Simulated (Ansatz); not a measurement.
# Ti4W: the cost of one run

Computed with Ansatz 0.2.0 (DFT PBE, scalar-relativistic, plane waves, PAW, unless a step's input says otherwise).

1 further run of the same task is left out (it didn't finish). Runs told in other sessions of the task aren't counted.

## Step 1: Starting point

It takes space group R-3m (No. 166, trigonal). The conventional cell has a = 4.586 Å, b = 4.586 Å, c = 13.882 Å, α = 90.00°, β = 90.00°, γ = 120.00°. Around Ti (site symmetry 3m) lie 3 W at 2.79 Å and 11 Ti at 2.85 to 3.19 Å. Ti (site symmetry 3m) has 1 W at 2.55 Å and 7 Ti at 2.69 to 2.96 Å in its first shell of neighbours. W (site symmetry -3m) is surrounded by 8 Ti at 2.55 to 2.79 Å.

Coordinates:

```cif
data_structure
_symmetry_space_group_name_H-M 'P 1'
_symmetry_Int_Tables_number 1
_cell_length_a 5.3313
_cell_length_b 5.3313
_cell_length_c 5.3313
_cell_angle_alpha 50.950
_cell_angle_beta 50.950
_cell_angle_gamma 50.950
_cell_volume 84.29
loop_
_atom_site_label
_atom_site_type_symbol
_atom_site_fract_x
_atom_site_fract_y
_atom_site_fract_z
_atom_site_occupancy
Ti1 Ti 0.89720 0.89720 0.89720 1
Ti2 Ti 0.10280 0.10280 0.10280 1
Ti3 Ti 0.31625 0.31625 0.31625 1
Ti4 Ti 0.68375 0.68375 0.68375 1
W1 W 0.50000 0.50000 0.50000 1
```

The start is the relaxed end of an invented cell (made as: elements ordered on the sites of the Zn type, Ti/W on Zn (R-3m, No. 166)), taken up again for a closer look.

## Step 2: Probe: one point on a coarse mesh

Contents of input.yaml:

```yaml
crystal:
  lattice:
    - [2.2930759, 1.323908, 4.6272768]
    - [-2.2930759, 1.323908, 4.6272768]
    - [0.0, -2.647816, 4.6272768]
  atoms:
    - { symbol: Ti, position: [0.897199, 0.897199, 0.897199] }
    - { symbol: Ti, position: [0.102801, 0.102801, 0.102801] }
    - { symbol: Ti, position: [0.316248, 0.316248, 0.316248] }
    - { symbol: Ti, position: [0.683752, 0.683752, 0.683752] }
    - { symbol: W, position: [0.5, 0.5, 0.5] }
basis:
  ecutwfc: 420
kpoints:
  mp_grid: { grid: [6, 6, 6] }
hamiltonian:
  xc: pbe
scf:
  occupations: { method: gaussian, width: 0.1 }
  lower_state_search: "off"
output:
  forces: true
  stress: true
  eigenvalues: true
```

The run is started by

```
> ansatz run input.yaml --threads 1 --pin off --max-ram 3072MiB --backend cpu --events-out ev --progress --plain --runs-dir out
```

What time and memory should one allow on 1 thread of Arm Neoverse V2, shared host?

About 6 s, with a peak of 0.39 GiB.
